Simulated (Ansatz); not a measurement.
**CH₂BClO₂: one species, many methods**

One table from this session's results is given with a row withheld; the runs are named, their logs left out.

Program: Ansatz 0.2.0, Gaussian basis. Level of theory: functionals in def2-TZVPP, the program's frozen cores in correlated methods. These are calculated values, not measurements.

Levels to be run: LDA (SPW92), PBE-D4, revPBE-D4, BLYP-D4, r2SCAN-D4, B97M-V, PBE0-D4, B3LYP-D4, r2SCANh-D4, r2SCAN0-D4, HSE06-D4, BHLYP-D4, CAM-B3LYP-D4, LC-ωPBE, ωB97X-V, ωB97M-V, B2PLYP, PBE-QIDH; CCSD(T)/def2-SVP; CCSD(T)/def2-TZVPP; MP2/def2-QZVPP; extrapolation to the limit; RPA on PBE.

### The geometry

The geometry comes from an earlier relaxation with PBE0-D4 in a triple-zeta def2 set; it is a stationary point, not always the lowest conformer.

7 atoms, charge 0, spin multiplicity 1.

Atoms are counted from 1 here; the program's logs count them from 0.

Bond lengths: O1–B2 1.333 Å, O1–H6 0.963 Å, B2–O3 1.346 Å, B2–C4 1.501 Å, O3–C4 1.482 Å, C4–Cl5 1.750 Å, C4–H7 1.084 Å. Angles: B2–O1–H6 114.1°, O1–B2–O3 141.1°, O1–B2–C4 156.4°, O3–B2–C4 62.5°, B2–O3–C4 63.9°, B2–C4–O3 53.6°, B2–C4–Cl5 122.2°, B2–C4–H7 126.8°, O3–C4–Cl5 114.6°, O3–C4–H7 112.7°, Cl5–C4–H7 110.2°.

Set-up of the first run:

Input file in.yaml:

```yaml
crystal:
  periodic: [false, false, false]
  atoms:
    - {symbol: O, position_ang: [-1.069529, 0.083773, 1.473593]}
    - {symbol: B, position_ang: [-0.291527, -0.110247, 0.408839]}
    - {symbol: O, position_ang: [-0.164113, -0.913645, -0.663811]}
    - {symbol: C, position_ang: [0.832693, 0.177106, -0.543838]}
    - {symbol: Cl, position_ang: [0.715322, 1.412363, -1.778571]}
    - {symbol: H, position_ang: [-1.811350, -0.526551, 1.535168]}
    - {symbol: H, position_ang: [1.849704, -0.190899, -0.477179]}
basis:
  gaussian: {orbitals: def2-TZVPP}
hamiltonian: {xc: lda}
output: {orbitals: {seedname: orbitals}}
```

Steps of the session up to this table: LDA; PBE-D4 (GGA); revPBE-D4 (GGA); BLYP-D4 (GGA); r2SCAN-D4 (meta-GGA); B97M-V (meta-GGA); PBE0-D4 (hybrid); B3LYP-D4 (hybrid); r2SCANh-D4 (hybrid); r2SCAN0-D4 (hybrid); HSE06-D4 (hybrid); BHLYP-D4 (hybrid); CAM-B3LYP-D4 (range-separated); LC-ωPBE (range-separated); ωB97X-V (range-separated); ωB97M-V (range-separated); B2PLYP (double hybrid); PBE-QIDH (double hybrid).

One of the session's tables, all rows but one given; the rest of the session is left out.

It belongs to the step «Orbital energies across the functionals». 

```
  functional  HOMO (eV)  gap (eV)
 LDA (SPW92)      -6.66      5.56
      PBE-D4      -6.50      5.66
   revPBE-D4          ?         ?
     BLYP-D4      -6.39      5.59
   r2SCAN-D4      -6.77      6.26
      B97M-V      -6.85      6.33
     PBE0-D4      -7.89      8.00
    B3LYP-D4      -7.67      7.42
  r2SCANh-D4      -7.29      7.15
  r2SCAN0-D4      -8.07      8.47
    HSE06-D4      -7.49      7.22
    BHLYP-D4      -9.19      9.95
CAM-B3LYP-D4      -9.32     10.20
     LC-ωPBE     -10.69     12.90
     ωB97X-V     -10.30     12.32
     ωB97M-V     -10.16     11.71
```

**Question.** Estimate the row for revPBE-D4.

The run gave: HOMO (eV): -6.44; gap (eV): 5.69. In the column «HOMO (eV)» it lies between PBE-D4 (-6.50) and BLYP-D4 (-6.39).
